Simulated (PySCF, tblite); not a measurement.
# CH12OSi4: geometry, infrared bands and NMR shifts

What infrared bands and NMR shifts should CH12OSi4 (`[SiH3]C[Si@H]([SiH3])O[SiH3]`) show?

Computed with tblite 0.8.0 and PySCF 2.14.0, with density-fitted response routines of our own, on a single molecule in the gas phase. Atoms count from 0, in the outputs and in this text.

## Step 1: The starting structure

18 atoms, charge 0, multiplicity 1; geometry from: force field or distance geometry start.

Bonds of the start (Å): Si0–C1 1.86, C1–Si2 1.84, Si2–Si3 2.26, Si2–O4 1.71, O4–Si5 1.72, Si0–H6 1.48, Si0–H7 1.49, Si0–H8 1.46, C1–H9 1.10, C1–H10 1.12, Si2–H11 1.47, Si3–H12 1.46, Si3–H13 1.47, Si3–H14 1.48, Si5–H15 1.49, Si5–H16 1.46, Si5–H17 1.48.

## Step 2: Optimising the geometry with GFN2-xTB

What the job is given:

```
{"job": {"kind": "relax", "xc": "GFN2-xTB", "basis": "xTB"}, "charge": 0, "multiplicity": 1}
Si     2.615000    -0.493100     0.197900
C      1.443300     0.868000    -0.292700
Si    -0.275300     0.309100    -0.614600
Si    -1.614100     2.107800    -0.323900
O     -0.804000    -0.951600     0.417600
Si    -1.698900    -2.147000    -0.434900
H      3.933300    -0.355900    -0.452000
H      2.883100    -0.396000     1.656700
H      2.135900    -1.836900    -0.126300
H      1.820400     1.413300    -1.175000
H      1.411400     1.626700     0.531000
H     -0.483700    -0.099100    -2.014800
H     -0.755800     3.292600    -0.376500
H     -2.667100     2.161200    -1.349800
H     -2.173500     1.999000     1.038600
H     -2.446800    -2.933300     0.581100
H     -2.612700    -1.544000    -1.403000
H     -0.719100    -3.014600    -1.135600
```

Run with:

```sh
$ OMP_NUM_THREADS=1 python probes_run.py task.json out
```

This one command runs all jobs of the session in turn.

**Question.** This job is followed by: GFN2-xTB harmonic vibrations, gas phase; GIAO PBE0/pcSseg-1 NMR shielding, non-relativistic, gas phase. Predict these results of the whole session: strongest single infrared mode (GFN2-xTB); zero-point energy (GFN2-xTB); 13C shifts against TMS (PBE0/pcSseg-1); 1H shifts against TMS (PBE0/pcSseg-1, means over atoms taken as alike); 29Si shifts against TMS (PBE0/pcSseg-1); 17O shifts against H2O (PBE0/pcSseg-1).

**Answer**, as computed:

```
                                                              quantity                                    value
                             strongest single infrared mode (GFN2-xTB)                     789 cm⁻¹, 787 km/mol
                                          zero-point energy (GFN2-xTB)                            69.6 kcal/mol
                                13C shifts against TMS (PBE0/pcSseg-1)                                 -2.4 ppm
1H shifts against TMS (PBE0/pcSseg-1, means over atoms taken as alike)  5.68, 5.11, 4.16, 3.36, 0.33, -0.44 ppm
                               29Si shifts against TMS (PBE0/pcSseg-1)           -4.5, -42.7, -74.1, -120.2 ppm
                                17O shifts against H2O (PBE0/pcSseg-1)                                 12.4 ppm
```

What this shows: Over 192 steps the energy fell by 0.892 eV; of the close pairs, O4–Si5 changed most, 1.719 to 1.615 Å. No mode is imaginary among the 48: a minimum at this level. GFN2-xTB is a fitted tight-binding method: band positions and strengths are rough. Its intensities can rank the bands wrongly. At PBE0/pcSseg-1: The widest tensor belongs to O4: span 151 ppm, with a paramagnetic part of -78 ppm.
